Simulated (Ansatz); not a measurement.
**BFGaH₃: how energies converge with the basis set**

An exercise on one series of results from a longer session: the logs are not shown, and one member is left open.

Program: Ansatz 0.2.0, Gaussian basis. Level of theory: one geometry, several basis sets. These are calculated values, not measurements.

The runs, in order: PBE0-D4/def2-SVP; ωB97M-V/def2-SVP; PBE0-D4/def2-QZVPP; ωB97M-V/def2-QZVPP; the functionals' def2-TZVPP values are taken from earlier runs.

**Structure used throughout**

An earlier PBE0-D4 in a triple-zeta def2 set relaxation fixed the geometry.

SMILES `[BH2][GaH][F]`, 6 atoms, charge 0, spin multiplicity 1.

Atoms are counted from 1 here; the program's logs count them from 0.

Bond lengths: B1–Ga2 2.080 Å, B1–H4 1.196 Å, B1–H5 1.196 Å, Ga2–F3 1.771 Å, Ga2–H6 1.565 Å. Angles: Ga2–B1–H4 121.5°, Ga2–B1–H5 121.5°, H4–B1–H5 117.0°, B1–Ga2–F3 113.0°, B1–Ga2–H6 135.5°, F3–Ga2–H6 111.6°.

The first run:

The input, in.yaml:

```yaml
crystal:
  periodic: [false, false, false]
  atoms:
    - {symbol: B, position_ang: [-0.739223, 0.444678, -0.733500]}
    - {symbol: Ga, position_ang: [0.623620, -0.247761, 0.676448]}
    - {symbol: F, position_ang: [1.146533, -1.912032, 0.373115]}
    - {symbol: H, position_ang: [-1.917411, 0.307059, -0.583882]}
    - {symbol: H, position_ang: [-0.379439, 0.997716, -1.730597]}
    - {symbol: H, position_ang: [1.307918, 0.346338, 1.952316]}
basis:
  gaussian: {orbitals: def2-SVP}
hamiltonian: {xc: pbe0, dispersion: d4}
output: {orbitals: {seedname: orbitals}}
```

Command:

```console
$ ansatz run in.yaml --threads 2 --pin off --events-out ev --progress --plain --max-ram 4352MiB
```

Steps of the session up to this table: PBE0-D4 in def2-SVP; ωB97M-V in def2-SVP; PBE0-D4 in def2-QZVPP; ωB97M-V in def2-QZVPP.

One table of the session follows, with a row left open; its other results are not shown here.

It belongs to the step «Density functionals: the series». 

```
functional       basis  HOMO (eV)  LUMO (eV)
   PBE0-D4    def2-SVP      -7.96      -2.68
   PBE0-D4  def2-TZVPP      -8.02      -2.75
   PBE0-D4  def2-QZVPP      -8.05      -2.77
   ωB97M-V    def2-SVP     -10.08      -0.60
   ωB97M-V  def2-TZVPP     -10.18      -0.77
   ωB97M-V  def2-QZVPP          ?          ?
```

Estimate the missing values for ωB97M-V, def2-QZVPP.

As computed: HOMO (eV): -10.21; LUMO (eV): -0.83. In the column «HOMO (eV)» it is the lowest.
